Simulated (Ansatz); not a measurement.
# C2H3NO, SMILES N=C1CO1: an atomisation energy

With Ansatz 0.2.0, Python API.

Notebook, run cell by cell (the value of a cell's last expression is shown):

```python
from collections import Counter

import ansatz
```

```python
def energy_of(molecule, charge=0, unpaired=0):
    calc = (
        molecule.calculation()
        .basis(gaussian='cc-pVTZ')
        .functional('hf')
    )
    if charge:
        calc = calc.charge(charge)
    if unpaired:
        calc = calc.spin('collinear', total=unpaired)
    return calc.run().report['free_energy_ev']
```

```python
geometry_ang = [
    ('N', (-1.4104, 0.2931, -0.7429)),
    ('C', (-0.5384, -0.2048, -0.0878)),
    ('C', (0.7398, -0.1546, 0.3659)),
    ('O', (-0.2166, -1.2524, 0.6282)),
    ('H', (-1.1293, 1.2148, -1.1707)),
    ('H', (1.0088, 0.4715, 1.2348)),
    ('H', (1.6073, -0.4356, -0.2732)),
]
molecule = ansatz.Crystal.molecule()
for symbol, xyz in geometry_ang:
    molecule = molecule.atom(symbol, xyz)
```

```python
unpaired = {'N': 3, 'C': 2, 'O': 2, 'H': 1}
counts = Counter(site.symbol for site in molecule.cartesian_sites)
atom_energy = {s: energy_of(ansatz.Crystal.molecule().atom(s, (0, 0, 0)), 0, unpaired[s]) for s in counts}
whole = energy_of(molecule, 0, 0)
for s, e in atom_energy.items():
    print(f'{s:2s} x{counts[s]}  {e:14.5f} eV')
print(f'C2H3NO: {whole:.5f} eV')
split = sum(counts[s] * e for s, e in atom_energy.items()) - whole
print(f'atomisation energy (no zero-point term): {96.485332 * split:.1f} kJ/mol, {split / sum(counts.values()):.3f} eV an atom')
```

    N  x1     -1480.31804 eV
    C  x2     -1025.63982 eV
    O  x1     -2035.73160 eV
    H  x3       -13.60052 eV
    C2H3NO: -5626.76648 eV
    atomisation energy (no zero-point term): 1798.1 kJ/mol, 2.662 eV an atom

1798.1 kJ/mol from the electronic energies, without the zero-point term.

Caveats:
- Total energies depend on the basis set; only differences at equal settings carry meaning.
- The geometry is a force-field or estimated start, not a minimum of this method, and the basis set is short of its limit. All parts are taken at fixed geometry, without zero-point energy.
- Hartree-Fock leaves correlation out, so bond, atomisation and ionisation energies come out well too low.
- The whole script took 3.3 s on 1 thread of Intel(R) Xeon(R) Processor @ 2.30GHz, with other jobs on the host, peak memory 0.3 GiB.
